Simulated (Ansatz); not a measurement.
The system is AgRh.

```
CELL_PARAMETERS angstrom
2.77759 0.00000 0.00000
-1.38879 2.40546 0.00000
0.00000 0.00000 4.80860
ATOMIC_POSITIONS crystal
Ag 0.00000 0.00000 0.50000
Rh 0.66667 0.33333 0.00000
```

The cell comes from a database or a generator and needn't be the stable form of this composition.

```yaml
Program: Ansatz 0.2.0
Task: relaxation of cell and atoms
Functional: LDA
Potentials_or_basis: Ansatz PAW
Cutoff: "420 eV (not typed: the program's choice for these potentials)"
k_mesh: 11 × 11 × 6
Occupations: fermi-dirac, width 0.05 eV
Spin: no spin polarisation
```

At the start: volume 16.06 Å³/atom.

How do energy, volume and symmetry change on relaxing?

It ends after 6 steps and the volume is 14.59 Å³/atom (-9.2 %); space group P-6m2 (No. 187, to 0.05 Å).

The path:
```
step  energy change (eV)  largest force (eV/Å)  volume (Å³)
   1              0.0000                0.0000        32.13
   2             -0.1304                0.0000        28.10
   3             -0.1579                0.0000        29.44
   4             -0.1593                0.0000        29.21
   5             -0.1594                0.0000        29.19
   6             -0.1585                0.0000        29.19
```

Final structure:
```yaml
crystal:
  lattice:
    - [2.69943, 0.00000, 0.00000]
    - [-1.34972, 2.33778, 0.00000]
    - [0.00000, 0.00000, 4.62474]
  atoms:
    - { symbol: Ag, position: [0.00000, 0.00000, 0.50000] }
    - { symbol: Rh, position: [0.66667, 0.33333, 0.00000] }
```

Caveat: the plane-wave basis is chosen anew once the cell has moved, so the energies of steps on either side of that aren't comparable; the PAW data sets come from PBE, with cores solved anew for the run's functional, which leaves a small shift of forces and pressure.
